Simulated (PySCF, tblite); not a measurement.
**C6H8N2: a rotation path, then NMR shifts on frames**

How do NMR shifts of C6H8N2 (`CCc1cccnn1`) change as the atoms move?

The runs use tblite 0.8.0 and PySCF 2.14.0, with density-fitted response routines of our own; the level of theory stands in each step. All values are computed, except where a source is named. Atoms are numbered from 0 throughout.

### 1 The molecule as given

16 atoms, charge 0, multiplicity 1; geometry from: GFN2-xTB.

Bonds of the start (Å): C0–C1 1.53, C1–C2 1.50, C2–C3 1.40, C3–C4 1.38, C4–C5 1.40, C5–N6 1.32, N6–N7 1.30, N7–C2 1.32, C0–H8 1.09, C0–H9 1.09, C0–H10 1.09, C1–H11 1.09, C1–H12 1.09, C3–H13 1.08, C4–H14 1.08, C5–H15 1.08.

### 2 A band between two rotamers with GFN2-xTB

The job: settings as JSON, then the geometry in Å.

```
{"job": {"kind": "neb", "xc": "GFN2-xTB", "basis": "xTB", "atoms": [7, 2, 1, 0], "turn": 120}, "charge": 0, "multiplicity": 1}
C     -2.220981     0.555641    -0.239956
C     -1.048938    -0.037117    -1.024974
C      0.198566     0.012987    -0.198396
C      0.502979    -0.985789     0.734830
C      1.653860    -0.832290     1.477058
C      2.411271     0.313489     1.232587
N      2.063906     1.215587     0.337564
N      0.981545     1.067241    -0.364107
H     -2.007460     1.589069     0.021619
H     -3.127196     0.526255    -0.839470
H     -2.394262    -0.004760     0.676756
H     -1.272231    -1.071299    -1.295495
H     -0.890455     0.545647    -1.932337
H     -0.145837    -1.841469     0.857401
H      1.960028    -1.560934     2.213036
H      3.327605     0.516685     1.768665
```

Method: GFN2-xTB climbing-image nudged elastic band, gas phase.

The run is started by

```
$ OMP_NUM_THREADS=1 python probes_run.py task.json out
```

This one command runs all jobs of the session in turn.

The log of the run:

```text
image   E - E0 / eV
  0       0.0000
  1       0.0066
  2       0.0140
  3       0.0216
  4       0.0277
  5       0.0295
  6       0.0281
  7       0.0272
  8       0.0213
```

Run time: 2.5 s. Hardware: 1 thread of Arm Neoverse V1, shared host; peak memory 0.18 GiB.

The final band, with the dihedral N7–C2–C1–C0:

```tsv
image	dihedral (°)	energy (eV)	energy (kcal/mol)
0	-94	0.000	0.0
1	-78	0.007	0.2
2	-63	0.014	0.3
3	-48	0.022	0.5
4	-34	0.028	0.6
5	-19	0.030	0.7
6	-4	0.028	0.6
7	10	0.027	0.6
8	25	0.021	0.5
```

### 3 Nuclear shieldings: image 0, PBE0/pcSseg-1

The job: settings as JSON, then the geometry in Å.

```
{"job": {"kind": "nmr", "xc": "PBE0", "basis": "pcSseg-1", "pop": false}, "charge": 0, "multiplicity": 1}
C     -2.221000     0.555600    -0.240000
C     -1.048900    -0.037100    -1.025000
C      0.198600     0.013000    -0.198400
C      0.503000    -0.985800     0.734800
C      1.653900    -0.832300     1.477100
C      2.411300     0.313500     1.232600
N      2.063900     1.215600     0.337600
N      0.981500     1.067200    -0.364100
H     -2.007500     1.589100     0.021600
H     -3.127200     0.526300    -0.839500
H     -2.394300    -0.004800     0.676800
H     -1.272200    -1.071300    -1.295500
H     -0.890500     0.545600    -1.932300
H     -0.145800    -1.841500     0.857400
H      1.960000    -1.560900     2.213000
H      3.327600     0.516700     1.768700
```

Level: GIAO PBE0/pcSseg-1 NMR shielding, non-relativistic, gas phase.

The log of the run:

```text
coarse grid: 13600 points
cycle   1  E = -342.3916354461  dE =  1.326e+00  |g| = 3.673e-01  |ddm| = 3.788e+00
cycle   2  E = -342.3999950670  dE = -8.360e-03  |g| = 3.259e-01  |ddm| = 8.092e-01
cycle   3  E = -342.4253450923  dE = -2.535e-02  |g| = 7.689e-02  |ddm| = 3.644e-01
cycle   4  E = -342.4262683258  dE = -9.232e-04  |g| = 4.078e-02  |ddm| = 7.829e-02
cycle   5  E = -342.4266609607  dE = -3.926e-04  |g| = 9.039e-03  |ddm| = 4.963e-02
cycle   6  E = -342.4266816129  dE = -2.065e-05  |g| = 2.333e-03  |ddm| = 1.255e-02
cycle   7  E = -342.4266829090  dE = -1.296e-06  |g| = 5.035e-04  |ddm| = 2.774e-03
final grid: 132208 points
cycle   8  E = -342.4713496505  dE = -3.703e-05  |g| = 7.430e-03  |ddm| = 4.021e-02
cycle   9  E = -342.4713482472  dE =  1.403e-06  |g| = 7.918e-03  |ddm| = 1.553e-02
cycle  10  E = -342.4713634280  dE = -1.518e-05  |g| = 1.392e-03  |ddm| = 8.007e-03
cycle  11  E = -342.4713638960  dE = -4.681e-07  |g| = 3.375e-04  |ddm| = 1.589e-03
cycle  12  E = -342.4713639218  dE = -2.581e-08  |g| = 8.927e-05  |ddm| = 3.852e-04
cycle  13  E = -342.4713639237  dE = -1.890e-09  |g| = 2.201e-05  |ddm| = 1.025e-04
cycle  14  E = -342.4713639238  dE = -9.118e-11  |g| = 8.097e-06  |ddm| = 2.112e-05
converged SCF energy = -342.4713639238

GIAO shielding tensors (ppm)
atom      isotropic    diamagn.    paramagn.     s11        s22        s33       span
  0 C      166.567     246.593     -80.026    154.470    159.835    185.397     30.927
  1 C      151.158     247.060     -95.902    135.682    146.282    171.512     35.830
  2 C       16.729     255.281    -238.552    -99.927     -4.636    154.751    254.677
  3 C       57.857     255.263    -197.406    -57.522     54.500    176.593    234.115
  4 C       56.578     256.514    -199.936    -63.700     50.917    182.517    246.217
  5 C       33.453     250.387    -216.934    -96.015     43.661    152.714    248.730
  6 N     -202.460     323.731    -526.191   -652.246   -205.684    250.550    902.796
  7 N     -191.880     324.428    -516.308   -610.086   -195.574    230.020    840.107
  8 H       30.229      29.642       0.587     25.946     29.040     35.700      9.754
  9 H       30.194      27.921       2.273     26.315     26.793     37.473     11.158
 10 H       30.663      30.249       0.414     26.155     29.987     35.847      9.692
 11 H       28.886      31.223      -2.337     25.451     27.803     33.404      7.953
 12 H       28.255      30.489      -2.234     24.965     25.861     33.940      8.976
 13 H       24.339      33.480      -9.141     20.702     22.511     29.804      9.102
 14 H       24.325      30.647      -6.322     21.380     22.983     28.613      7.233
 15 H       22.258      28.542      -6.284     19.539     19.951     27.284      7.745
```

Wall time 20 s (1 thread of Arm Neoverse V1, shared host); peak memory 0.79 GiB.

The references, computed at this level on geometries of the same kind, shield at (ppm): 1H TMS 31.72, 13C TMS 186.9, 15N NH3 267.7. Their shielding less the atom's gives the shift. The references are single molecules in the gas phase, so shifts against H2O, NH3, PH3, H3PO4 or CFCl3 are not on the usual liquid scales and can be off by tens of ppm. Each atom is listed at this fixed geometry, with no averaging over motion; a spectrum would average atoms that exchange fast.

```tsv
atoms	environment	σ (ppm)	δ (ppm)
C2	substituted aromatic carbon next to a ring nitrogen	16.7	170.2
C5	aromatic CH next to a ring nitrogen	33.5	153.5
C4	aromatic CH	56.6	130.3
C3	aromatic CH	57.9	129.1
C1	sp3 CH2 on an aromatic ring	151.2	35.8
C0	methyl carbon	166.6	20.4
H15	hydrogen on an aromatic CH next to a ring nitrogen	22.26	9.46
H14	hydrogen on an aromatic CH	24.33	7.39
H13	hydrogen on an aromatic CH	24.34	7.38
H12	hydrogen on an sp3 CH2 on an aromatic ring	28.26	3.46
H11	hydrogen on an sp3 CH2 on an aromatic ring	28.89	2.83
H9	hydrogen on a methyl carbon	30.19	1.52
H8	hydrogen on a methyl carbon	30.23	1.49
H10	hydrogen on a methyl carbon	30.66	1.05
N6	pyridine-type ring nitrogen	-202.5	470.2
N7	pyridine-type ring nitrogen	-191.9	459.6
```

Ring of atoms C2, C3, C4, C5, N6, N7: NICS(0) -5.5, NICS(1) -11.4, NICS(1)zz -27.8 ppm (means of both faces).

### 4 Shielding tensors: image 2, PBE0/pcSseg-1

The job: settings as JSON, then the geometry in Å.

```
{"job": {"kind": "nmr", "xc": "PBE0", "basis": "pcSseg-1", "pop": false}, "charge": 0, "multiplicity": 1}
C     -2.195200     0.751500    -0.332100
C     -1.121500    -0.164500    -0.920300
C      0.137000    -0.057400    -0.113300
C      0.651600    -1.138100     0.612000
C      1.786100    -0.917500     1.365100
C      2.329900     0.365100     1.321400
N      1.800600     1.335400     0.603100
N      0.725300     1.130000    -0.092000
H     -1.838200     1.777800    -0.333200
H     -3.108000     0.691300    -0.918700
H     -2.420100     0.463300     0.693100
H     -1.469500    -1.199800    -0.930400
H     -0.912800     0.146000    -1.946200
H      0.171800    -2.105700     0.577600
H      2.232800    -1.694900     1.966900
H      3.222700     0.626400     1.871700
```

Level: GIAO PBE0/pcSseg-1 NMR shielding, non-relativistic, gas phase.

The log of the run:

```text
coarse grid: 13600 points
cycle   1  E = -342.3907862964  dE =  1.326e+00  |g| = 3.693e-01  |ddm| = 3.792e+00
cycle   2  E = -342.3985300508  dE = -7.744e-03  |g| = 3.318e-01  |ddm| = 8.103e-01
cycle   3  E = -342.4248964799  dE = -2.637e-02  |g| = 7.655e-02  |ddm| = 3.713e-01
cycle   4  E = -342.4257856212  dE = -8.891e-04  |g| = 4.192e-02  |ddm| = 7.973e-02
cycle   5  E = -342.4262041447  dE = -4.185e-04  |g| = 8.658e-03  |ddm| = 5.057e-02
cycle   6  E = -342.4262230516  dE = -1.891e-05  |g| = 2.321e-03  |ddm| = 1.201e-02
cycle   7  E = -342.4262243404  dE = -1.289e-06  |g| = 4.415e-04  |ddm| = 2.783e-03
final grid: 132208 points
cycle   8  E = -342.4712354949  dE = -3.884e-05  |g| = 7.525e-03  |ddm| = 4.345e-02
cycle   9  E = -342.4712341047  dE =  1.390e-06  |g| = 8.013e-03  |ddm| = 1.581e-02
cycle  10  E = -342.4712495820  dE = -1.548e-05  |g| = 1.466e-03  |ddm| = 8.193e-03
cycle  11  E = -342.4712501045  dE = -5.225e-07  |g| = 3.477e-04  |ddm| = 1.683e-03
cycle  12  E = -342.4712501320  dE = -2.743e-08  |g| = 8.954e-05  |ddm| = 3.897e-04
cycle  13  E = -342.4712501338  dE = -1.855e-09  |g| = 2.381e-05  |ddm| = 1.037e-04
cycle  14  E = -342.4712501339  dE = -1.096e-10  |g| = 8.431e-06  |ddm| = 2.507e-05
converged SCF energy = -342.4712501339

GIAO shielding tensors (ppm)
atom      isotropic    diamagn.    paramagn.     s11        s22        s33       span
  0 C      168.081     246.310     -78.229    155.117    164.405    184.721     29.604
  1 C      151.435     246.424     -94.990    137.742    146.934    169.628     31.886
  2 C       16.234     255.930    -239.696   -103.138     -3.906    155.747    258.885
  3 C       57.557     254.873    -197.316    -55.543     57.443    170.770    226.313
  4 C       56.645     256.668    -200.024    -62.648     50.940    181.642    244.290
  5 C       33.995     250.496    -216.500    -93.417     43.446    151.956    245.373
  6 N     -202.716     323.815    -526.531   -655.876   -207.030    254.756    910.632
  7 N     -197.285     325.517    -522.802   -636.578   -196.438    241.162    877.740
  8 H       29.483      29.591      -0.109     24.411     28.303     35.733     11.322
  9 H       30.278      27.822       2.456     26.162     27.294     37.379     11.217
 10 H       30.656      29.897       0.759     26.671     29.439     35.858      9.187
 11 H       29.136      31.593      -2.456     24.854     28.509     34.046      9.192
 12 H       28.232      30.045      -1.813     25.351     26.105     33.239      7.888
 13 H       24.467      33.250      -8.783     20.890     22.952     29.559      8.669
 14 H       24.380      30.507      -6.127     21.451     23.130     28.558      7.107
 15 H       22.278      28.684      -6.406     19.657     19.885     27.291      7.633
```

Run time: 20 s. Hardware: 1 thread of Arm Neoverse V1, shared host; peak memory 0.79 GiB.

Key values: δ C2 170.7, C5 152.9, C4 130.3, C3 129.4, H15 9.44, H14 7.34 ppm.

[end of part 1 of 2]
